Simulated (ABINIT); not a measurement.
# ZrWN2 (R-3m) in ABINIT: single point with WC

Aim: the single point of ZrWN2 with WC.

Everything below comes from runs of ABINIT 10.8.3 (patched build). Logs are shortened: lines on timing, memory, paths and dates and some standing lists are left out, and cuts for length are marked. The log counts tension as positive stress, the text compression.

**1. Starting point**

Symmetry: R-3m, No. 166, trigonal system. The conventional cell has a = 3.181 Å, b = 3.181 Å, c = 15.157 Å, α = 90.00°, β = 90.00°, γ = 120.00°. Zr (site symmetry -3m) has 6 N at 2.26 Å as nearest neighbours. W (site symmetry -3m) has 6 N at 2.20 Å as nearest neighbours. N (site symmetry 3m) is surrounded by 3 W at 2.20 Å and 3 Zr at 2.26 Å.

The cell was built by a generator and needn't be a form met in nature.

**2. Single point, WC**

run.abi reads:

```
pp_dirpath "./"
pseudos "Zr.upf, W.upf, N.upf"

acell 3*1.0 Angstrom
rprim
     1.5904700000     0.9182600000     5.0524100000
    -1.5904700000     0.9182600000     5.0524100000
     0.0000000000    -1.8365200000     5.0524100000
ntypat 3
znucl 40 74 7
natom 4
typat 1 2 3 3
xred
     0.5000000000     0.5000000000     0.5000000000
     0.0000000000     0.0000000000     0.0000000000
     0.7463100000     0.7463100000     0.7463100000
     0.2536900000     0.2536900000     0.2536900000

ecut 36.0

kptopt 1
ngkpt 8 8 8
nshiftk 1
shiftk 0.0 0.0 0.0

ixc 23

nband 22
occopt 3
tsmear 0.05 eV

nstep 100
tolvrs 1.0e-10

iomode 3
prtwf 0
prtden 0
prteig 0
prtebands 0
```

Potentials or basis: PseudoDojo NC SR PBEsol v0.4 stringent.

Run with:

```sh
$ abinit run.abi > log 2>&1
```

run.abo:

```text
.Version 10.8.3 of ABINIT
 Symmetries : space group R-3 m (#166); Bravais hR (rhombohedral)
================================================================================
 Values of the parameters that define the memory need of the present run
     intxc =       0    ionmov =       0      iscf =       7    lmnmax =       8
     lnmax =       8     mgfft =      60  mpssoang =       4    mqgrid =    3001
     natom =       4  nloc_mem =       1    nspden =       1   nspinor =       1
    nsppol =       1      nsym =      12    n1xccc =    2501    ntypat =       3
    occopt =       3   xclevel =       2
       mpw =        3095          nfft =      216000          nkpt =          65
================================================================================
================================================================================

--------------------------------------------------------------------------------
------------- Echo of variables that govern the present computation ------------
--------------------------------------------------------------------------------
 -outvars: echo values of preprocessed input variables --------
            acell      1.0158863628E+01  1.0158863628E+01  1.0158863628E+01 Bohr
              amu      9.12240000E+01  1.83850000E+02  1.40067400E+01
             ecut      3.60000000E+01 Hartree
                       outvar_i_n : Printing only first  50 k-points.
              ixc          23
                       outvar_i_n : Printing only first  50 k-points.
         kptrlatt        8    0    0      0    8    0      0    0    8
          kptrlen      4.80888884E+01
            natom           4
            nband          22
            ngfft          60      60      60
             nkpt          65
            nstep         100
             nsym          12
           ntypat           3
                       prtocc : prtvol=0, do not print more k-points.
           occopt           3
           prtden           0
        prtebands           0
           prteig           0
            prtwf           0
            rprim      2.9585534631E-01  1.7081248329E-01  9.3983653345E-01
                      -2.9585562297E-01  1.7081200410E-01  9.3983653345E-01
                       2.7666002676E-07 -3.4162448740E-01  9.3983653345E-01
          spgroup         166
           tolvrs      1.00000000E-10
           tsmear      1.83746611E-03 Hartree
            typat      1  2  3  3
                       outvars : Printing only first  50 k-points.
           xangst     -4.9478098356E-17  1.4860834570E-16  7.5786150000E+00
                       0.0000000000E+00  0.0000000000E+00  0.0000000000E+00
                       8.7743181165E-17  1.0879216724E-16  1.1311992321E+01
                      -1.0447739751E-17  1.0203098056E-16  3.8452376787E+00
            xcart     -9.3500055123E-17  2.8082907339E-16  1.4321506764E+01
                       0.0000000000E+00  0.0000000000E+00  0.0000000000E+00
                       1.6581058182E-16  2.0558740072E-16  2.1376567426E+01
                      -1.9743366765E-17  1.9281060961E-16  7.2664461018E+00
             xred      5.0000000000E-01  5.0000000000E-01  5.0000000000E-01
                       0.0000000000E+00  0.0000000000E+00  0.0000000000E+00
                       7.4631000000E-01  7.4631000000E-01  7.4631000000E-01
                       2.5369000000E-01  2.5369000000E-01  2.5369000000E-01
            znucl       40.00000   74.00000    7.00000

================================================================================

 chkinp: Checking input parameters for consistency.

================================================================================
== DATASET  1 ==================================================================

--- !DatasetInfo
iteration_state: {dtset: 1, }
dimensions: {natom: 4, nkpt: 65, mband: 22, nsppol: 1, nspinor: 1, nspden: 1, mpw: 3095, }
cutoff_energies: {ecut:  36.0, pawecutdg:  -1.0, }
electrons: {nelect:   3.60000000E+01, charge:   0.00000000E+00, occopt:   3.00000000E+00, tsmear:   1.83746611E-03, }
meta: {optdriver: 0, ionmov: 0, optcell: 0, iscf: 7, paral_kgb: 0, }
...

 Exchange-correlation functional for the present dataset will be:
  GGA: Wu Cohen functional - ixc=23
  Z. Wu and R. E. Cohen, PRB 73, 235116 (2006)

 Real(R)+Recip(G) space primitive vectors, cartesian coordinates (Bohr,Bohr^-1):
 R(1)=  3.0055541  1.7352607  9.5476712  G(1)=  0.1663585  0.0960473  0.0349125
 R(2)= -3.0055569  1.7352559  9.5476712  G(2)= -0.1663587  0.0960470  0.0349125
 R(3)=  0.0000028 -3.4705166  9.5476712  G(3)=  0.0000002 -0.1920944  0.0349125
 Unit cell volume ucvol=  2.9877041E+02 bohr^3
 Angles (23,13,12)=  3.44176861E+01  3.44176861E+01  3.44176861E+01 degrees

 getcut: wavevector=  0.0000  0.0000  0.0000  ngfft=  60  60  60
         ecut(hartree)=     36.000   => boxcut(ratio)=   2.18703
[... 59 lines left out ...]
convergence: {deltae: -3.695E-13, res2:  9.030E-12, residm:  7.794E-04, diffor: null, }
etotal    :  -1.47399420E+02
entropy   :   0.00000000E+00
fermie    :   6.04846833E-01
cartesian_stress_tensor: # hartree/bohr^3
- [  2.32505538E-04,   0.00000000E+00,   0.00000000E+00, ]
- [  0.00000000E+00,   2.32505538E-04,   0.00000000E+00, ]
- [  0.00000000E+00,   0.00000000E+00,   2.55129722E-04, ]
pressure_GPa:  -7.0624E+00
xred      :
- [  5.0000E-01,   5.0000E-01,   5.0000E-01, Zr]
- [  0.0000E+00,   0.0000E+00,   0.0000E+00,  W]
- [  7.4631E-01,   7.4631E-01,   7.4631E-01,  N]
- [  2.5369E-01,   2.5369E-01,   2.5369E-01,  N]
cartesian_forces: # hartree/bohr
- [ -1.08420352E-19,   1.66615299E-19,  -0.00000000E+00, ]
- [ -1.08420352E-19,   1.66615299E-19,  -0.00000000E+00, ]
- [ -7.17294063E-19,  -1.04538038E-18,  -1.82768838E-03, ]
- [  9.34134767E-19,   7.12149779E-19,   1.82768838E-03, ]
force_length_stats: {min:   1.98785389E-19, max:   1.82768838E-03, mean:   9.13844190E-04, }
...

 Integrated electronic density in atomic spheres:
 ------------------------------------------------
 Atom  Sphere_radius  Integrated_density
    1        2.00000          8.43860113
    2        2.00000         10.16462710
    3        2.00000          5.26400507
    4        2.00000          5.26400507
================================================================================

 ----iterations are completed or convergence reached----

 Mean square residual over all n,k,spin=   26.807E-07; max=  77.941E-05
 reduced coordinates (array xred) for    4 atoms
       0.500000000000      0.500000000000      0.500000000000
       0.000000000000      0.000000000000      0.000000000000
       0.746310000000      0.746310000000      0.746310000000
       0.253690000000      0.253690000000      0.253690000000
 rms dE/dt=  1.2339E-02; max dE/dt=  1.7450E-02; dE/dt below (all hartree)
    1       0.000000000000      0.000000000000      0.000000000000
    2       0.000000000000      0.000000000000      0.000000000000
    3       0.017450167656      0.017450167656      0.017450167656
    4      -0.017450167656     -0.017450167656     -0.017450167656

 cartesian coordinates (angstrom) at end:
    1     -0.00000000000000     0.00000000000000     7.57861500000000
    2      0.00000000000000     0.00000000000000     0.00000000000000
    3      0.00000000000000     0.00000000000000    11.31199232130000
    4     -0.00000000000000     0.00000000000000     3.84523767870000

 cartesian forces (hartree/bohr) at end:
    1     -0.00000000000000     0.00000000000000    -0.00000000000000
    2     -0.00000000000000     0.00000000000000    -0.00000000000000
    3     -0.00000000000000    -0.00000000000000    -0.00182768837914
    4      0.00000000000000     0.00000000000000     0.00182768837914
 frms,max,avg= 7.4615066E-04 1.8276884E-03   0.000E+00  0.000E+00  0.000E+00 h/b

 cartesian forces (eV/Angstrom) at end:
    1     -0.00000000000000     0.00000000000000    -0.00000000000000
    2     -0.00000000000000     0.00000000000000    -0.00000000000000
    3     -0.00000000000000    -0.00000000000000    -0.09398351522135
    4      0.00000000000000     0.00000000000000     0.09398351522135
 frms,max,avg= 3.8368609E-02 9.3983515E-02   0.000E+00  0.000E+00  0.000E+00 e/A
 length scales= 10.158863627843 10.158863627843 10.158863627843 bohr
              =  5.375839116879  5.375839116879  5.375839116879 angstroms
 Fermi (or HOMO) energy (hartree) =   0.60485   Average Vxc (hartree)=  -0.50282
 Eigenvalues (hartree) for nkpt=  65  k points:
 kpt#   1, nband= 22, wtk=  0.00195, kpt=  0.0000  0.0000  0.0000 (reduced coord)
  -2.17281   -1.22561   -0.85765   -0.85230   -0.85230   -0.43125   -0.40588   -0.40588
  -0.05091    0.05428    0.26406    0.33808    0.33808    0.47842    0.47842    0.48505
   0.52481    0.52481    0.54453    0.61112    0.61112    0.66818
      occupation numbers for kpt#   1
   2.00000    2.00000    2.00000    2.00000    2.00000    2.00000    2.00000    2.00000
   2.00000    2.00000    2.00000    2.00000    2.00000    2.00000    2.00000    2.00000
   2.00000    2.00000    2.00000    0.06363    0.06363    0.00000
 prteigrs : prtvol=0 or 1, do not print more k-points.

--- !EnergyTerms
iteration_state     : {dtset: 1, }
comment             : Components of total free energy in Hartree
kinetic             :  4.90046940206085E+01
hartree             :  1.59824122767473E+01
xc                  : -3.27451301234772E+01
Ewald energy        : -1.22448769437140E+02
psp_core            :  4.93197577822984E+00
local_psp           : -7.80227873960647E+01
non_local_psp       :  1.58988463368754E+01
internal            : -1.47398758544221E+02
'-kT*entropy'       : -6.61912167428544E-04
total_energy        : -1.47399420456388E+02
total_energy_eV     : -4.01094256247253E+03
band_energy         : -7.81633391533340E+00
...

 Cartesian components of stress tensor (hartree/bohr^3)
  sigma(1 1)=  2.32505538E-04  sigma(3 2)=  0.00000000E+00
  sigma(2 2)=  2.32505538E-04  sigma(3 1)=  0.00000000E+00
  sigma(3 3)=  2.55129722E-04  sigma(2 1)=  0.00000000E+00

-Cartesian components of stress tensor (GPa)         [Pressure= -7.0624E+00 GPa]
- sigma(1 1)=  6.84054909E+00  sigma(3 2)=  0.00000000E+00
- sigma(2 2)=  6.84054909E+00  sigma(3 1)=  0.00000000E+00
- sigma(3 3)=  7.50617556E+00  sigma(2 1)=  0.00000000E+00

== END DATASET(S) ==============================================================
================================================================================

 -outvars: echo values of variables after computation  --------
            acell      1.0158863628E+01  1.0158863628E+01  1.0158863628E+01 Bohr
           etotal     -1.4739942046E+02
            fcart     -1.0842035218E-19  1.6661529932E-19 -0.0000000000E+00
                      -1.0842035218E-19  1.6661529932E-19 -0.0000000000E+00
                      -7.1729406265E-19 -1.0453803774E-18 -1.8276883791E-03
                       9.3413476701E-19  7.1214977882E-19  1.8276883791E-03
            rprim      2.9585534631E-01  1.7081248329E-01  9.3983653345E-01
                      -2.9585562297E-01  1.7081200410E-01  9.3983653345E-01
                       2.7666002676E-07 -3.4162448740E-01  9.3983653345E-01
           strten      2.3250553782E-04  2.3250553782E-04  2.5512972164E-04
                       0.0000000000E+00  0.0000000000E+00  0.0000000000E+00
           xangst     -4.9478098356E-17  1.4860834570E-16  7.5786150000E+00
                       0.0000000000E+00  0.0000000000E+00  0.0000000000E+00
                       8.7743181165E-17  1.0879216724E-16  1.1311992321E+01
                      -1.0447739751E-17  1.0203098056E-16  3.8452376787E+00
             xred      5.0000000000E-01  5.0000000000E-01  5.0000000000E-01
                       0.0000000000E+00  0.0000000000E+00  0.0000000000E+00
                       7.4631000000E-01  7.4631000000E-01  7.4631000000E-01
                       2.5369000000E-01  2.5369000000E-01  2.5369000000E-01
 Calculation completed.
```

Run time: 7.4 min. Hardware: 1 thread of Arm Neoverse V2, shared host; peak memory 0.19 GiB.

Results:

```yaml
Free_energy: -4010.9426 eV
Pressure: -7.1 GPa
Largest_force: 0.094 eV/Å
Band_gap_on_the_k_mesh: none (metal or under the smearing width)
Valence_electrons_inside_the_program's_atomic_spheres: Zr 8.44; W 10.16; N 5.26
```

Forces in eV/Å, atoms in the order of the input:
```
Zr   0.000  0.000  0.000
W    0.000  0.000  0.000
N    0.000  0.000 -0.094
N    0.000  0.000  0.094
```

Stress tensor (GPa, compression positive):
```
-6.84  0.00  0.00
 0.00 -6.84  0.00
 0.00  0.00 -7.51
```

Levels at points of the mesh, in eV from the Fermi level:
```tsv
k point	band 16	band 17	band 18	band 19	band 20	band 21
(0.00, 0.00, 0.00)	-3.26	-2.18	-2.18	-1.64	0.17	0.17
(0.50, 0.00, 0.00)	-5.66	-2.09	-1.07	0.95	1.09	3.30
(0.50, 0.50, 0.00)	-4.22	-4.00	0.75	1.00	2.07	2.24
(0.50, 0.50, 0.50)	-5.36	-1.29	-1.29	-1.03	-0.09	0.65
```

Caveat: the cutoff is short for stress, so the pressure is rough; the potentials were made for another functional, which shifts forces and pressure. Spin-orbit coupling is left out, which matters for the levels of W.
